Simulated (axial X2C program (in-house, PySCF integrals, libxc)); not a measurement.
# A two-component session on TeBr: EOM-IP-CCSD levels

Wanted for TeBr: EOM-IP-CCSD levels, at the two-component level.

The runs use an in-house X2C program for linear molecules on PySCF integrals; two-component X2C with atomic mean-field terms, Te dyall-acv3z, Br dyall-acv3z.

All values are calculated.

## Step 1: Set-up

The input, task.json:

```json
{"zs": [52, 35], "q": 0, "bas": ["dyall-acv3z", "dyall-acv3z"], "r0": 2.5, "eom": "ip", "rq": -1, "thr": -1.0, "nmax": 95, "grid": [1, 0.96, 1.045, 0.92, 1.09, 1.15]}
```

Keys: zs atomic numbers; q charge; bas basis sets; r0 starting distance in Å; eom kind of EOM run; thr threshold in hartree for freezing inner shells (an s shell follows its p shell); nmax most natural virtual spinors; grid distances as factors.

Command:

```bash
$ python soeom.py task.json out
```

Nuclei are Gaussian, cores are contracted, and the Gaunt term is on.

## Step 2: EOM-IP-CCSD at 2.607 Å

Reference: the closed shell TeBr⁻; 14 electrons correlated, 92 virtual spinors; roots sought by Ω: 1/2: 4, 3/2: 3, 5/2: 1.

Output:

```text
two-component X2C + atomic mean field  HF
basis functions 258  fitting functions 1332  grid points 5803
iter        total energy     max residual
   1      -9391.762572779     3.98e-01
   2      -9391.793923062     7.08e-03
   3      -9391.794806535     1.23e-02
   4      -9391.794983889     2.03e-03
   5      -9391.794998542     3.85e-04
   6      -9391.795001612     3.70e-04
   7      -9391.795002189     8.57e-05
   8      -9391.795002417     7.28e-05
   9      -9391.795002515     6.71e-05
  10      -9391.795002544     1.54e-05
  11      -9391.795002548     6.74e-06
  12      -9391.795002548     2.36e-06
  13      -9391.795002548     3.95e-07
converged
one-electron -13690.60354169  Coulomb 4200.50378069  exact exchange -266.08713611  xc functional 0.00000000  nuclear repulsion 369.42942995  atomic mean-field constant -5.03753539
correlated 14  virtual 324  natural virtual 92  E(MP2) -0.305450047  MP2 remainder -0.017486615
iter   CCSD correlation   residual
   1     -0.307897894   1.18e-01
   2     -0.315963485   4.15e-02
   3     -0.316839411   1.39e-02
   4     -0.316839968   5.19e-03
   5     -0.316859134   1.58e-03
   6     -0.316856626   5.44e-04
   7     -0.316857043   1.98e-04
   8     -0.316858186   1.16e-04
   9     -0.316857289   7.41e-05
  10     -0.316857604   3.92e-05
  11     -0.316857507   1.26e-05
  12     -0.316857616   4.47e-06
  13     -0.316857619   1.79e-06
(T) -0.013709358  T1 0.0148  D1 0.0296  max T2 0.071
EOM-IP-CCSD roots
2*Omega      energy/Eh   energy/eV  one-particle weight
    1       0.10926807      2.9733      0.937
    1       0.21849303      5.9455      0.915
    1       0.23679176      6.4434      0.865
    1       0.24793695      6.7467      0.036
    3       0.09112275      2.4796      0.941
    3       0.20737951      5.6431      0.916
    3       0.25318672      6.8896      0.003
    5       0.29218351      7.9507      0.000
```

T1 in the output is the amplitude norm over the root of the electron number; divide by √2 for the Lee–Taylor value.

| Ω | vertical IE (eV) | above lowest (cm⁻¹) | spinor | weight |
| --- | --- | --- | --- | --- |
| 3/2 | 2.480 | 0 | 83% Te pπ, 8% Br pπ | 0.94 |
| 1/2 | 2.973 | 3980 | 80% Te pπ, 9% Br pπ | 0.94 |
| 3/2 | 5.643 | 25520 | 86% Br pπ, 9% Te pπ | 0.92 |
| 1/2 | 5.945 | 27950 | 82% Br pπ, 10% Te pπ | 0.92 |
| 1/2 | 6.443 | 31970 | 60% Br pσ, 25% Te pσ, 6% Te sσ | 0.86 |

Run time: 14 s. Hardware: 1 thread of Arm Neoverse V1, shared host; peak memory 0.92 GiB.

## Step 3: EOM-IP-CCSD at 2.503 Å

| Ω | vertical IE (eV) | above lowest (cm⁻¹) | spinor | weight |
| --- | --- | --- | --- | --- |
| 3/2 | 2.320 | 0 | 80% Te pπ, 9% Br pπ, 7% Br dπ | 0.94 |
| 1/2 | 2.810 | 3960 | 78% Te pπ, 9% Br pπ, 6% Br dπ | 0.94 |
| 3/2 | 5.840 | 28400 | 84% Br pπ, 10% Te pπ | 0.92 |
| 1/2 | 6.144 | 30840 | 80% Br pπ, 11% Te pπ | 0.92 |
| 1/2 | 6.619 | 34680 | 56% Br pσ, 26% Te pσ, 8% Te sσ | 0.89 |

It took 16 s on 1 thread of Arm Neoverse V1, shared host; peak memory 0.97 GiB.

## Step 4: EOM-IP-CCSD at 2.724 Å

| Ω | vertical IE (eV) | above lowest (cm⁻¹) | spinor | weight |
| --- | --- | --- | --- | --- |
| 3/2 | 2.658 | 0 | 85% Te pπ, 7% Br pπ | 0.94 |
| 1/2 | 3.152 | 3990 | 81% Te pπ, 8% Br pπ | 0.93 |
| 3/2 | 5.437 | 22420 | 88% Br pπ, 8% Te pπ | 0.91 |
| 1/2 | 5.740 | 24860 | 83% Br pπ, 10% Te pπ | 0.91 |
| 1/2 | 6.221 | 28740 | 64% Br pσ, 23% Te pσ | 0.85 |

Wall time 16 s (1 thread of Arm Neoverse V1, shared host); peak memory 0.97 GiB.

## Step 5: EOM-IP-CCSD at 2.398 Å

| Ω | vertical IE (eV) | above lowest (cm⁻¹) | spinor | weight |
| --- | --- | --- | --- | --- |
| 3/2 | 2.156 | 0 | 77% Te pπ, 9% Br pπ, 8% Br dπ | 0.95 |
| 1/2 | 2.642 | 3920 | 76% Te pπ, 10% Br pπ, 7% Br dπ | 0.94 |
| 3/2 | 6.058 | 31480 | 81% Br pπ, 11% Te pπ | 0.92 |
| 1/2 | 6.362 | 33930 | 77% Br pπ, 12% Te pπ | 0.92 |
| 1/2 | 6.762 | 37160 | 51% Br pσ, 28% Te pσ, 11% Te sσ | 0.91 |

Run time: 16 s. Hardware: 1 thread of Arm Neoverse V1, shared host; peak memory 1 GiB.

## Step 6: EOM-IP-CCSD at 2.842 Å

| Ω | vertical IE (eV) | above lowest (cm⁻¹) | spinor | weight |
| --- | --- | --- | --- | --- |
| 3/2 | 2.837 | 0 | 87% Te pπ, 7% Br pπ | 0.93 |
| 1/2 | 3.327 | 3950 | 81% Te pπ, 8% Br pπ | 0.93 |
| 3/2 | 5.240 | 19380 | 89% Br pπ, 7% Te pπ | 0.91 |
| 1/2 | 5.545 | 21840 | 84% Br pπ, 9% Te pπ | 0.91 |
| 1/2 | 5.985 | 25390 | 66% Br pσ, 21% Te pσ | 0.86 |

Wall time 16 s (1 thread of Arm Neoverse V1, shared host); peak memory 1 GiB.

## Step 7: EOM-IP-CCSD at 2.998 Å

| Ω | vertical IE (eV) | above lowest (cm⁻¹) | spinor | weight |
| --- | --- | --- | --- | --- |
| 3/2 | 3.084 | 0 | 89% Te pπ, 7% Br pπ | 0.92 |
| 1/2 | 3.551 | 3760 | 76% Te pπ, 9% Br pπ, 8% Br pσ | 0.92 |
| 3/2 | 4.983 | 15310 | 90% Br pπ, 7% Te pπ | 0.91 |
| 1/2 | 5.295 | 17830 | 86% Br pπ, 10% Te pπ | 0.91 |
| 1/2 | 5.673 | 20880 | 68% Br pσ, 20% Te pσ | 0.87 |

Run time: 17 s. Hardware: 1 thread of Arm Neoverse V1, shared host; peak memory 1 GiB.

## Step 8: Curves of the states

Energies in eV from the lowest point of the lowest state; states are followed by energy order within each Ω.

| R (Å) | (1)Ω=3/2 | (1)Ω=1/2 | (2)Ω=3/2 | (2)Ω=1/2 | (3)Ω=1/2 |
| --- | --- | --- | --- | --- | --- |
| 2.398 | 0.0449 | 0.5312 | 3.9473 | 4.2516 | 4.6517 |
| 2.503 | 0.0000 | 0.4906 | 3.5208 | 3.8240 | 4.2998 |
| 2.607 | 0.0911 | 0.5849 | 3.2546 | 3.5571 | 4.0550 |
| 2.724 | 0.2979 | 0.7926 | 3.0774 | 3.3799 | 3.8612 |
| 2.842 | 0.5719 | 1.0621 | 2.9753 | 3.2796 | 3.7205 |
| 2.998 | 0.9923 | 1.4587 | 2.8911 | 3.2024 | 3.5805 |

Constants where the minimum is well bracketed (masses 129.906 and 78.918 u):

| state | Te (cm⁻¹) | Re (Å) | ωe (cm⁻¹) |
| --- | --- | --- | --- |
| (1)Ω=3/2 | 0 | 2.479 | 274.3 |
| (1)Ω=1/2 | 3950 | 2.476 | 274.3 |

## Step 9: Outcome

| quantity | value |
| --- | --- |
| lowest root at 2.607 Å | Ω = 3/2, 2.480 eV |
| next root led by one particle | Ω = 1/2, about 3980 cm⁻¹ higher |
| T1 of the reference | 0.010 |
| lowest state, Re and ωe | 2.479 Å, 274.3 cm⁻¹ |

In words: Removing an electron from the reference determinant of TeBr⁻ costs 2.48 eV and empties a spinor of 83% Te pπ, 8% Br pπ. Errors of 0.1 to 0.3 eV are usual at this size, and roots led by higher excitations are left out, so the list is incomplete, and low states of that kind can be missing. The bond is 0.149 Å shorter than in the closed-shell reference at CCSD (2.627 Å).
